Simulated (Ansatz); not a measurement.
# CH₃AlO₂S: one species, many methods

The task here is to estimate one member of a computed series from the others.

Program: Ansatz 0.2.0, Gaussian basis. Level of theory: functionals in def2-TZVPP, the program's frozen cores in correlated methods. These are calculated values, not measurements.

Plan: LDA (SPW92), PBE-D4, revPBE-D4, BLYP-D4, r2SCAN-D4, B97M-V, PBE0-D4, B3LYP-D4, r2SCANh-D4, r2SCAN0-D4, HSE06-D4, BHLYP-D4, CAM-B3LYP-D4, LC-ωPBE, ωB97X-V, ωB97M-V, B2PLYP, PBE-QIDH; CCSD(T)/def2-SVP; CCSD(T)/def2-TZVPP; MP2/def2-QZVPP; extrapolation to the limit; RPA on PBE.

### The geometry

An earlier PBE0-D4 in a triple-zeta def2 set relaxation fixed the geometry.

8 atoms, charge 0, spin multiplicity 1.

Atoms are counted from 1 here; the program's logs count them from 0.

Bond lengths: O1–C2 1.203 Å, C2–S3 1.811 Å, C2–Al4 2.013 Å, S3–H6 1.343 Å, Al4–O5 1.688 Å, Al4–H7 1.569 Å, O5–H8 0.955 Å. Angles: O1–C2–S3 119.0°, O1–C2–Al4 120.5°, S3–C2–Al4 120.5°, C2–S3–H6 95.4°, C2–Al4–O5 119.5°, C2–Al4–H7 121.1°, O5–Al4–H7 119.4°, Al4–O5–H8 127.7°.

Set-up of the first run:

in.yaml

```yaml
crystal:
  periodic: [false, false, false]
  atoms:
    - {symbol: O, position_ang: [1.300590, -1.341448, 1.495675]}
    - {symbol: C, position_ang: [0.828545, -0.423445, 0.877903]}
    - {symbol: S, position_ang: [1.070362, 1.263644, 1.489339]}
    - {symbol: Al, position_ang: [-0.247367, -0.760153, -0.789404]}
    - {symbol: O, position_ang: [-1.474010, 0.317047, -1.218154]}
    - {symbol: H, position_ang: [0.407137, 1.858101, 0.484087]}
    - {symbol: H, position_ang: [0.023852, -2.016486, -1.689851]}
    - {symbol: H, position_ang: [-1.817009, 1.045639, -0.705395]}
basis:
  gaussian: {orbitals: def2-TZVPP}
hamiltonian: {xc: lda}
output: {orbitals: {seedname: orbitals}}
```

On the command line:

```
$ ansatz run in.yaml --threads 2 --pin off --events-out ev --progress --plain --max-ram 4352MiB
```

Steps of the session up to this table: LDA; PBE-D4 (GGA); revPBE-D4 (GGA); BLYP-D4 (GGA); r2SCAN-D4 (meta-GGA); B97M-V (meta-GGA); B3LYP-D4 (hybrid); r2SCANh-D4 (hybrid); r2SCAN0-D4 (hybrid); HSE06-D4 (hybrid); BHLYP-D4 (hybrid); CAM-B3LYP-D4 (range-separated); LC-ωPBE (range-separated); ωB97X-V (range-separated); ωB97M-V (range-separated); B2PLYP (double hybrid); PBE-QIDH (double hybrid).

One of the session's tables, all rows but one given; the rest of the session is left out.

It belongs to the step «Frontier levels by functional». 

| functional | HOMO (eV) | LUMO (eV) | gap (eV) |
| --- | --- | --- | --- |
| LDA (SPW92) | -5.80 | -3.14 | 2.67 |
| PBE-D4 | ? | ? | ? |
| revPBE-D4 | -5.55 | -2.78 | 2.77 |
| BLYP-D4 | -5.51 | -2.75 | 2.76 |
| r2SCAN-D4 | -5.86 | -2.74 | 3.12 |
| B97M-V | -5.96 | -2.76 | 3.20 |
| PBE0-D4 | -6.94 | -2.03 | 4.91 |
| B3LYP-D4 | -6.73 | -2.24 | 4.49 |
| r2SCANh-D4 | -6.36 | -2.42 | 3.94 |
| r2SCAN0-D4 | -7.11 | -1.94 | 5.17 |
| HSE06-D4 | -6.54 | -2.40 | 4.14 |
| BHLYP-D4 | -8.21 | -1.12 | 7.08 |
| CAM-B3LYP-D4 | -8.28 | -0.98 | 7.30 |
| LC-ωPBE | -9.53 | 0.15 | 9.68 |
| ωB97X-V | -9.22 | 0.05 | 9.27 |
| ωB97M-V | -9.10 | -0.12 | 8.98 |

**Question.** Estimate the row for PBE-D4.

**Answer.** HOMO (eV): -5.62; LUMO (eV): -2.88; gap (eV): 2.74. In the column «HOMO (eV)» it lies between LDA (SPW92) (-5.80) and revPBE-D4 (-5.55).
